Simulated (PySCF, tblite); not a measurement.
**C₃H₆F₃PSi₂: geometry, infrared bands and NMR shifts**

Wanted: the infrared bands and NMR shifts of C₃H₆F₃PSi₂ (`CC#C[Si@H](P)[Si](F)(F)F`), by calculation.

Computed with tblite 0.8.0 and PySCF 2.14.0, with density-fitted response routines of our own, on a single molecule in the gas phase. Atoms count from 0, in the outputs and in this text.

### Step 1. Starting geometry

15 atoms, charge 0, multiplicity 1; geometry from: force field or distance geometry start.

Bonds of the start (Å): C0–C1 1.45, C1–C2 1.22, C2–Si3 1.86, Si3–P4 2.23, Si3–Si5 2.32, Si5–F6 1.60, Si5–F7 1.62, Si5–F8 1.60, C0–H9 1.10, C0–H10 1.10, C0–H11 1.10, Si3–H12 1.51, P4–H13 1.41, P4–H14 1.42.

### Step 2. Relaxing the molecule with GFN2-xTB

What the job is given:

```
{"job": {"kind": "relax", "xc": "GFN2-xTB", "basis": "xTB"}, "charge": 0, "multiplicity": 1}
C     -3.213000     0.312400    -0.449700
C     -1.831000     0.160900    -0.044900
C     -0.672200     0.024100     0.309000
Si     1.106900    -0.150600     0.836900
P      1.944000     1.920300     0.837100
Si     2.262700    -1.621100    -0.534200
F      1.603100    -3.079000    -0.506800
F      3.800600    -1.751900    -0.045600
F      2.271100    -1.096900    -2.048000
H     -3.586700     1.321400    -0.215700
H     -3.331800     0.150200    -1.527000
H     -3.868500    -0.405300     0.071300
H      1.137800    -0.597100     2.279600
H      0.862800     2.542300     1.485800
H      1.509700     2.278300    -0.469700
```

Started as:

```console
> OMP_NUM_THREADS=1 python probes_run.py task.json out
```

The driver reads the jobs from task.json and runs them one after another.

**Question.** This job is followed by: GFN2-xTB harmonic vibrations, gas phase; GIAO PBE0/pcSseg-1 NMR shielding, non-relativistic, gas phase. Predict these results of the whole session: strongest single infrared mode (GFN2-xTB); zero-point energy (GFN2-xTB); ¹³C shifts against TMS (PBE0/pcSseg-1); ¹H shifts against TMS (PBE0/pcSseg-1, means over atoms taken as alike); ²⁹Si shifts against TMS (PBE0/pcSseg-1); ³¹P shifts against H3PO4 (PBE0/pcSseg-1); ¹⁹F shifts against CFCl3 (PBE0/pcSseg-1, means over atoms taken as alike); surface potential, 1st and 99th percentile.

The runs gave:

```
                                                                 quantity                  value
                                strongest single infrared mode (GFN2-xTB)  2290 cm⁻¹, 353 km/mol
                                             zero-point energy (GFN2-xTB)          51.1 kcal/mol
                                   ¹³C shifts against TMS (PBE0/pcSseg-1)   121.1, 77.6, 6.3 ppm
   ¹H shifts against TMS (PBE0/pcSseg-1, means over atoms taken as alike)   4.64, 2.13, 1.59 ppm
                                  ²⁹Si shifts against TMS (PBE0/pcSseg-1)       -44.7, -88.9 ppm
                                 ³¹P shifts against H3PO4 (PBE0/pcSseg-1)             -276.0 ppm
¹⁹F shifts against CFCl3 (PBE0/pcSseg-1, means over atoms taken as alike)             -128.0 ppm
                                    surface potential, 1st and 99th percentile     -1.00 V and 1.80 V
```

What this shows: Over 69 steps the energy fell by 0.218 eV; of the close pairs, Si3–Si5 changed most, 2.319 to 2.283 Å. All 39 modes are real, so the xTB geometry is a minimum. The strongest single mode, at 2290 cm⁻¹, moves mainly H14 and H13. Unscaled tight-binding wavenumbers are off by several per cent, some by more. Its intensities can rank the bands wrongly. At PBE0/pcSseg-1: The widest tensor belongs to C1: span 284 ppm, with a paramagnetic part of -209 ppm. By nearest atom (PBE0/pcSseg-1), the HOMO sits on P4 40 %; C1, C2 about 18 % each and the LUMO on Si3 20 %; P4 14 %.
